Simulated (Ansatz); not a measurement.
# ZrO+ (sextet): the correlation ladder, def2-TZVPP

An exercise on one series of results from a longer session: the logs are not shown, and one member is left open.

Program: Ansatz 0.2.0, Gaussian basis. Level of theory: def2-TZVPP, core rule «outside noble gas», up to 5 orbitals frozen. These are calculated values, not measurements.

To be run: UHF; ROHF; CCSD(T) on UHF.

## The geometry

The geometry is a PBE0/def2-TZVP stationary point (not a proven minimum). No spin-orbit coupling is included. Elements past krypton take def2 core potentials.

2 atoms, charge 1, spin multiplicity 6.

Atoms are counted from 1 here; the program's logs count them from 0.

Bond lengths: Zr1–O2 2.505 Å.

Set-up of the first run:

in.yaml

```yaml
crystal:
  periodic: [false, false, false]
  atoms:
    - {symbol: Zr, position_ang: [0.000000, 0.000000, 0.000000]}
    - {symbol: O, position_ang: [0.000000, 0.000000, 2.505200]}
basis:
  gaussian: {orbitals: def2-TZVPP}
total_charge: 1
magnetization: {spin_polarized: true, initial_magnetization: 5}
hamiltonian: {xc: hf}
output: {orbitals: {seedname: orbitals}}
```

Launch:

```sh
> ansatz run in.yaml --threads 1 --pin off --events-out ev --progress --plain --max-ram 4096MiB --backend cpu
```

Among the steps run: UHF; ROHF; CCSD(T) on UHF.

One of the session's tables, all rows but one given; the rest of the session is left out.

```
  method  from UCCSD(T) (meV)
    ROHF              +5318.9
     UHF              +5002.0
    UMP2                    ?
   UCCSD               +102.0
UCCSD(T)                    0
```

Q: Estimate the row for UMP2 from the others.

The run gave: from UCCSD(T) (meV): +693.3. In the column «from UCCSD(T) (meV)» it lies between UCCSD (+102.0) and UHF (+5002.0).
